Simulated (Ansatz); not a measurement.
# CH5GaGe: the cost of one run

Program: Ansatz 0.2.0, Gaussian basis. Level of theory: the settings change from run to run. These are calculated values, not measurements.

## (1) The geometry

The geometry comes from an earlier relaxation with PBE0-D4 in a triple-zeta def2 set; it is a stationary point, not always the lowest conformer.

8 atoms, charge 0, spin multiplicity 1.

Atoms are counted from 1 here; the program's logs count them from 0.

Bond lengths: C1–Ga2 2.040 Å, C1–Ge3 1.949 Å, C1–H4 1.098 Å, C1–H5 1.098 Å, Ge3–H6 1.543 Å, Ge3–H7 1.542 Å, Ge3–H8 1.543 Å. Angles: Ga2–C1–Ge3 115.3°, Ga2–C1–H4 108.7°, Ga2–C1–H5 108.8°, Ge3–C1–H4 108.3°, Ge3–C1–H5 108.3°, H4–C1–H5 107.3°, C1–Ge3–H6 110.1°, C1–Ge3–H7 113.2°, C1–Ge3–H8 110.1°, H6–Ge3–H7 107.8°, H6–Ge3–H8 107.5°, H7–Ge3–H8 107.9°.

## (2) B97M-V/aug-pcseg-2

The input, in.yaml:

```yaml
crystal:
  periodic: [false, false, false]
  atoms:
    - {symbol: C, position_ang: [-0.363068, 0.620797, -0.679915]}
    - {symbol: Ga, position_ang: [-1.057478, 2.290808, 0.262879]}
    - {symbol: Ge, position_ang: [0.412857, -0.732604, 0.488872]}
    - {symbol: H, position_ang: [-1.189475, 0.161176, -1.237078]}
    - {symbol: H, position_ang: [0.397621, 0.919416, -1.412598]}
    - {symbol: H, position_ang: [1.603419, -0.138808, 1.270799]}
    - {symbol: H, position_ang: [0.920194, -1.974716, -0.271242]}
    - {symbol: H, position_ang: [-0.632072, -1.203269, 1.522482]}
basis:
  gaussian: {orbitals: aug-pcseg-2}
hamiltonian: {xc: {name: B97M-V}}
output: {forces: true}
```

Launch:

```console
> ansatz run in.yaml --threads 2 --pin off --events-out ev --progress --plain --max-ram 4352MiB
```

Q: Estimate wall time and peak memory on 2 threads of AMD EPYC 7B13, shared host.

About 21 s, with a peak of 0.54 GiB.
